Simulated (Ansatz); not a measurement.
# C4H3F5: small, medium and large basis sets

One table from this session's results is given with a row withheld; the runs are named, their logs left out.

The runs use Ansatz 0.2.0, Gaussian basis; one geometry, several basis sets.

Plan: PBE0-D4/def2-SVP; ωB97M-V/def2-SVP; PBE0-D4/def2-QZVPP; ωB97M-V/def2-QZVPP; the functionals' def2-TZVPP values are taken from earlier runs.

## The relaxed structure

All runs share one geometry, relaxed beforehand with PBE0-D4 in a triple-zeta def2 set.

SMILES `FC1CC(F)(F)C1(F)F`, 12 atoms, charge 0, spin multiplicity 1.

Atoms are counted from 1 here; the program's logs count them from 0.

Bond lengths: F1–C2 1.357 Å, C2–C3 1.539 Å, C2–C7 1.542 Å, C2–H10 1.092 Å, C3–C4 1.527 Å, C3–H11 1.091 Å, C3–H12 1.087 Å, C4–F5 1.348 Å, C4–F6 1.336 Å, C4–C7 1.554 Å, C7–F8 1.340 Å, C7–F9 1.335 Å. Angles: F1–C2–C3 116.5°, F1–C2–C7 116.0°, F1–C2–H10 109.7°, C3–C2–C7 89.1°, C3–C2–H10 113.5°, C7–C2–H10 110.8°, C2–C3–C4 88.7°, C2–C3–H11 110.3°, C2–C3–H12 118.1°, C4–C3–H11 110.1°, C4–C3–H12 116.6°, H11–C3–H12 111.2°, C3–C4–F5 112.8°, C3–C4–F6 117.8°, C3–C4–C7 89.0°, F5–C4–F6 108.4°, F5–C4–C7 111.1°, F6–C4–C7 116.8° and more.

The first run:

in.yaml reads:

```yaml
crystal:
  periodic: [false, false, false]
  atoms:
    - {symbol: F, position_ang: [1.756618, -1.327262, 0.517148]}
    - {symbol: C, position_ang: [1.068150, -0.246685, 0.071547]}
    - {symbol: C, position_ang: [-0.017938, -0.512174, -0.985677]}
    - {symbol: C, position_ang: [-0.940429, 0.440511, -0.228051]}
    - {symbol: F, position_ang: [-0.906068, 1.697482, -0.714361]}
    - {symbol: F, position_ang: [-2.218216, 0.081290, -0.078430]}
    - {symbol: C, position_ang: [-0.021434, 0.298245, 1.017041]}
    - {symbol: F, position_ang: [-0.478413, -0.641743, 1.854936]}
    - {symbol: F, position_ang: [0.251716, 1.404814, 1.711967]}
    - {symbol: H, position_ang: [1.767479, 0.543588, -0.211113]}
    - {symbol: H, position_ang: [-0.385571, -1.535747, -0.901577]}
    - {symbol: H, position_ang: [0.201207, -0.257520, -2.019526]}
basis:
  gaussian: {orbitals: def2-SVP}
hamiltonian: {xc: pbe0, dispersion: d4}
output: {orbitals: {seedname: orbitals}}
```

The run is started by

```
> ansatz run in.yaml --threads 2 --pin off --events-out ev --progress --plain --max-ram 32768MiB --backend cpu
```

Among the steps run: PBE0-D4 in def2-SVP; ωB97M-V in def2-SVP; PBE0-D4 in def2-QZVPP; ωB97M-V in def2-QZVPP.

One table of the session follows, with a row left open; its other results are not shown here.

```
functional       basis  HOMO (eV)  LUMO (eV)
   PBE0-D4    def2-SVP      -9.12       0.62
   PBE0-D4  def2-TZVPP      -9.27       0.30
   PBE0-D4  def2-QZVPP      -9.33       0.13
   ωB97M-V    def2-SVP          ?          ?
   ωB97M-V  def2-TZVPP     -11.63       2.28
   ωB97M-V  def2-QZVPP     -11.69       1.72
```

Estimate the missing values for ωB97M-V, def2-SVP.

As computed: HOMO (eV): -11.45; LUMO (eV): 2.75. In the column «HOMO (eV)» it lies between ωB97M-V, def2-TZVPP (-11.63) and PBE0-D4, def2-QZVPP (-9.33).
